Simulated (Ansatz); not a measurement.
Runs of Ansatz 0.2.0 on Hf2Pd2Se2Br2O3. It takes space group Immm (No. 71, orthorhombic). The conventional cell has a = 3.785 Å, b = 5.344 Å, c = 24.568 Å, α = 90.00°, β = 90.00°, γ = 90.00°. Hf (site symmetry mm2) is surrounded by 3 O at 1.94 to 1.95 Å. Pd (site symmetry mm2) is surrounded by 2 Se at 2.48 Å and 1 Br at 2.54 Å. Around Se (site symmetry mm2) lie 2 Pd at 2.48 Å and 2 Hf at 2.84 Å. Br (site symmetry mm2) is surrounded by 1 Pd at 2.54 Å. O (site symmetry mm2) is surrounded by 2 Hf at 1.95 Å. Around O (site symmetry mmm) lie 2 Hf at 1.94 Å. The cell was built by a generator and needn't be a form met in nature.

```csv
task,level,cell,k mesh,cutoff (eV),points for each segment of the path,gap on the mesh (eV),pressure (GPa),relaxed volume (Å³/atom),largest force (eV/Å)
electron localisation function,PBE,as given,9 × 9 × 9,420,-,none,0.0,-,0.01
electric field gradients,PBE,as given,9 × 9 × 9,420,-,none,0.0,-,0.01
band structure,PBE,as given,9 × 9 × 9,420,10,none,0.0,-,0.01
atomic charges,PBE,as given,9 × 9 × 9,420,-,none,0.0,-,0.01
relaxation of cell and atoms,r2SCAN+rVV10,relaxed,6 × 6 × 6,500,-,none,0.0,(a),-
projected density of states,PBE,as given,9 × 9 × 9,420,-,none,0.0,-,0.01
relaxation of cell and atoms,r2SCAN+D4,relaxed,6 × 6 × 6,500,-,none,0.0,21.83,-
```

Alike in all rows: potentials or basis Ansatz PAW; no spin polarisation; smearing fermi-dirac 0.05 eV.

Question: Estimate the missing entries.

Answer: (a) 21.70.

Caveats: the plane-wave basis is chosen anew once the cell has moved, so the energies of steps on either side of that aren't comparable (some runs); pairwise dispersion overbinds metals, which lowers pressure and volume (some runs); the PAW data sets come from PBE, with cores solved anew for the run's functional, which leaves a small shift of forces and pressure (some runs); spin-orbit coupling is left out, which moves the levels of the heavy elements (some runs).

A k mesh can miss the band edges, and the runs leave out spin-orbit coupling on Br, Hf, Pd, Se.

A gap of «none» marks a metal or a gap under the smearing width.
